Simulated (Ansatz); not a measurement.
# C4H7FSe, SMILES C[C@@H]1C[C@@H](F)[Se]1: a geometry optimisation

Run with Ansatz 0.2.0, Python API.

Input file `c4h7fse.xyz`:
```text
13

C    -1.68740   -0.33090    0.27460
C    -0.29110    0.12700    0.68900
C     0.52030    0.71720   -0.46210
C     1.61580   -0.33880   -0.45610
F     2.84310    0.19950   -0.11260
Se    0.88780   -1.38960    1.01020
H    -2.17950   -0.84240    1.12810
H    -1.63350   -1.03510   -0.58330
H    -2.30030    0.54860   -0.01510
H    -0.32300    0.80660    1.56810
H     0.91250    1.72570   -0.20700
H    -0.02790    0.72790   -1.42980
H     1.66320   -0.91580   -1.40390
```

`opt_c4h7fse.py`
```python
# -*- coding: utf-8 -*-
"""Relax the C4H7FSe molecule."""

import warnings

import ansatz
import numpy as np

warnings.simplefilter("ignore", ansatz.DeckWarning)

system = ansatz.Crystal.molecule_from_extxyz("c4h7fse.xyz")

base = (
    system.calculation()
    .basis(gaussian="def2-SVP")
    .functional("b3lyp")
)
symbols = [site.symbol for site in system.cartesian_sites]
start = np.array([site.position_ang for site in system.cartesian_sites], dtype=float)
data = base.relax(force_tolerance=0.005).run(threads=1).report
end = np.array(data["positions_ang"])

for key in ("converged", "free_energy_ev", "reference_energy_ev", "n_frozen", "n_occupied", "n_virtual"):
    print(f"{key:22s} {data[key]}")

print("bond        before    after (A)")
for i, j in [(0, 1), (0, 6), (0, 7), (0, 8), (1, 2), (1, 5), (1, 9), (2, 3), (2, 10), (2, 11), (3, 4), (3, 5), (3, 12)]:
    d0, d1 = (np.linalg.norm(xyz[i] - xyz[j]) for xyz in (start, end))
    print(f"{symbols[i]}{i}-{symbols[j]}{j}".ljust(10), f"{d0:8.4f} {d1:8.4f}")

charges = data["charge_distribution"]
dipole = np.array(charges["dipole_moment_e_ang"]) * 4.803205
print("dipole (D): {:.3f} {:.3f} {:.3f}, length {:.3f}".format(*dipole, np.linalg.norm(dipole)))
print("atom  Mulliken   Lowdin")
for symbol, m, l in zip(symbols, charges["mulliken_charges_e"], charges["lowdin_charges_e"]):
    print(f"{symbol:4s} {m:9.3f} {l:8.3f}")
with open("c4h7fse_opt.xyz", "w") as handle:
    handle.write(f"{len(symbols)}\nrelaxed C4H7FSe\n")
    handle.writelines(f"{s:2s} {x:11.6f} {y:11.6f} {z:11.6f}\n" for s, (x, y, z) in zip(symbols, end))
```

```console
$ python opt_c4h7fse.py
converged              True
free_energy_ev         -72315.87519915897
reference_energy_ev    -72315.87519915897
n_frozen               0
n_occupied             [37, 37]
n_virtual              [100, 100]
bond        before    after (A)
C0-C1        1.5268   1.5142
C0-H6        1.1101   1.1015
C0-H7        1.1112   1.1017
C0-H8        1.1104   1.1050
C1-C2        1.5270   1.5430
C1-Se5       1.9476   2.0199
C1-H9        1.1116   1.0996
C2-C3        1.5216   1.5312
C2-H10       1.1117   1.1035
C2-H11       1.1122   1.1018
C3-F4        1.3835   1.3722
C3-Se5       1.9453   1.9924
C3-H12       1.1106   1.1000
dipole (D): -1.763 0.802 -1.139, length 2.247
atom  Mulliken   Lowdin
C        0.080    0.025
C       -0.222   -0.121
C        0.095   -0.029
C        0.141   -0.100
F       -0.239    0.034
Se      -0.035    0.187
H        0.024    0.004
H        0.017   -0.002
H        0.020    0.007
H        0.049    0.000
H        0.024    0.008
H        0.013    0.013
H        0.034   -0.027
```

It writes `c4h7fse_opt.xyz`:
```text
13
relaxed C4H7FSe
C    -1.801971   -0.222331    0.376224
C    -0.325665    0.020503    0.609435
C     0.506361    0.572645   -0.566931
C     1.780635   -0.265438   -0.430910
F     2.780107    0.409973    0.223241
Se    0.864013   -1.608104    0.720968
H    -2.271613   -0.719474    1.239757
H    -1.970213   -0.850376   -0.513101
H    -2.325845    0.738566    0.223642
H    -0.162841    0.604069    1.527076
H     0.711647    1.656228   -0.528795
H     0.011354    0.349997   -1.525721
H     2.204031   -0.686359   -1.354785
```

What to keep in mind:
- Total energies depend on the basis set; only differences at equal settings carry meaning.
- The end point is the stationary point reached from this start; no frequency run checks that it is a minimum, and the basis set is modest.
- The Löwdin charges here are taken after orthogonalising the functions within each atom; they differ from plain Löwdin charges, and their signs can be unphysical.
- b3lyp holds the VWN-RPA fit, as in Gaussian; the form of ORCA and Turbomole is b3lyp5.
- Run time: 3.2 min on 1 thread of Arm Neoverse V1, on a shared host, peak memory 0.46 GiB.

(A comment or docstring line of the script was reworded after the run, the code is as it ran; lines on the test bed's own set-up are left out of the output.)
